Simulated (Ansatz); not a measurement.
# ClZr: the cost of one run

Program: Ansatz 0.2.0, Gaussian basis. Level of theory: def2-QZVPP, core rule «outside noble gas», up to 9 orbitals frozen. These are calculated values, not measurements.

The runs, in order: UHF; ROHF; CCSD(T) on UHF.

## Step 1: What is computed

The geometry is a PBE0/def2-TZVP stationary point (not a proven minimum). No spin-orbit coupling is included. Elements past krypton take def2 core potentials.

2 atoms, charge 0, spin multiplicity 4.

Atoms are counted from 1 here; the program's logs count them from 0.

Bond lengths: Zr1–Cl2 2.345 Å.

## Step 2: UHF

File in.yaml:

```yaml
crystal:
  periodic: [false, false, false]
  atoms:
    - {symbol: Zr, position_ang: [0.000000, 0.000000, 0.000000]}
    - {symbol: Cl, position_ang: [0.000000, 0.000000, 2.344575]}
basis:
  gaussian: {orbitals: "def2-QZVPP.json"}
magnetization: {spin_polarized: true, initial_magnetization: 3}
hamiltonian: {xc: hf}
output: {orbitals: {seedname: orbitals}}
```

On the command line:

```bash
> ansatz run in.yaml --threads 1 --pin off --events-out ev --progress --plain --max-ram 4096MiB --backend cpu
```

Q: Estimate wall time and peak memory on 1 thread of AMD EPYC 7R13, shared host.

About 24 s, with a peak of 0.37 GiB.
